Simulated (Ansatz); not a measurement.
**TaN: stress in a strained cell**

TaN is deformed so: equal xx and yy strain of +2 %. What stress and forces result, by LAPW, PAW and all-electron datasets made for the crystal?

Computed with Ansatz 0.2.0 (DFT LDA, scalar-relativistic, unless a step's input says otherwise).

2 further runs of the same task are left out: 2 set aside as unsound or not needed.

## (1) Starting point

The structure is hexagonal, space group P-6m2 (No. 187). The conventional cell has a = 2.938 Å, b = 2.938 Å, c = 2.883 Å, α = 90.00°, β = 90.00°, γ = 120.00°. Ta (site symmetry -6m2) is surrounded by 6 N at 2.23 Å. N (site symmetry -6m2) has 6 Ta at 2.23 Å as nearest neighbours.

Coordinates:

```cif
data_structure
_symmetry_space_group_name_H-M 'P 1'
_symmetry_Int_Tables_number 1
_cell_length_a 2.9380
_cell_length_b 2.9380
_cell_length_c 2.8830
_cell_angle_alpha 90.000
_cell_angle_beta 90.000
_cell_angle_gamma 120.000
_cell_volume 21.55
loop_
_atom_site_label
_atom_site_type_symbol
_atom_site_fract_x
_atom_site_fract_y
_atom_site_fract_z
_atom_site_occupancy
Ta1 Ta 0.33333 0.66667 0.50000 1
N1 N 0.00000 0.00000 0.00000 1
```

Atoms are numbered in the order of the input: Ta1, N2.

## (2) The deformed structure

Space group P-6m2 before, P-6m2 after.

## (3) Full-potential LAPW

input.yaml reads:

```yaml
crystal:
  lattice:
    - [2.9967588356, 0.0, 0.0]
    - [-1.4983794178, 2.5952692806, 0.0]
    - [0.0, 0.0, 2.883]
  atoms:
    - { symbol: Ta, position: [0.3333333333, 0.6666666667, 0.5] }
    - { symbol: "N", position: [0.0, 0.0, 0.0] }
kpoints:
  mp_grid: { grid: [12, 12, 10] }
  band_path:
    path:
      - [0.0, 0.0, 0.0]
      - [0.5, 0.0, 0.0]
      - [0.3333333333, 0.3333333333, 0.0]
      - [0.0, 0.0, 0.0]
      - [0.0, 0.0, 0.5]
      - [0.5, 0.0, 0.5]
      - [0.3333333333, 0.3333333333, 0.5]
      - [0.0, 0.0, 0.5]
      - [0.5, 0.0, 0.5]
    npoints: 5
scf:
  occupations: { method: fermi_dirac, width: 0.02 }
hamiltonian:
  xc: lda
  pseudopotentials: { kind: all_electron, lapw: { basis_error: 0.00025 } }
output:
  forces: true
  stress: true
  eigenvalues: true
```

On the command line:

```sh
ansatz run input.yaml --threads 1 --pin off --max-ram 3072MiB --backend cpu --events-out ev --progress --plain --runs-dir out
```

## (4) Frozen-core PAW

input.yaml reads:

```yaml
crystal:
  lattice:
    - [2.9967588356, 0.0, 0.0]
    - [-1.4983794178, 2.5952692806, 0.0]
    - [0.0, 0.0, 2.883]
  atoms:
    - { symbol: Ta, position: [0.3333333333, 0.6666666667, 0.5] }
    - { symbol: "N", position: [0.0, 0.0, 0.0] }
kpoints:
  mp_grid: { grid: [12, 12, 10] }
scf:
  occupations: { method: fermi_dirac, width: 0.02 }
hamiltonian:
  xc: lda
  pseudopotentials: { kind: paw }
output:
  forces: true
  stress: true
  eigenvalues: true
  efg: { contact_densities: true }
```

## (5) All-electron PAW on datasets made for the crystal

Edit input.yaml of step 4 so:

```diff
@@ -14,3 +14,3 @@
   xc: lda
-  pseudopotentials: { kind: paw }
+  pseudopotentials: { kind: all_electron, datasets: crystal }
 output:
```

(Steps that only read results are left out.)

Q: Predict the outcome of this session. Wanted: pressure; largest shear or deviatoric stress.

As calculated:

| quantity | value |
| --- | --- |
| pressure | LAPW -22.85, PAW -23.00, crystal datasets -22.85 GPa |
| largest shear or deviatoric stress (LAPW) | 5.74 GPa |

In words: Against the undeformed cell the largest change of stress is -14.74 GPa, in the xx component (others tie with it), with the atoms carried along and not relaxed. PAW: stress within 0.16 GPa of LAPW. Crystal datasets: stress within 0.01 GPa of LAPW. Spin-orbit coupling is left out, though the cell holds Ta; in elements this heavy it can shift bands and gaps by tenths of an eV.
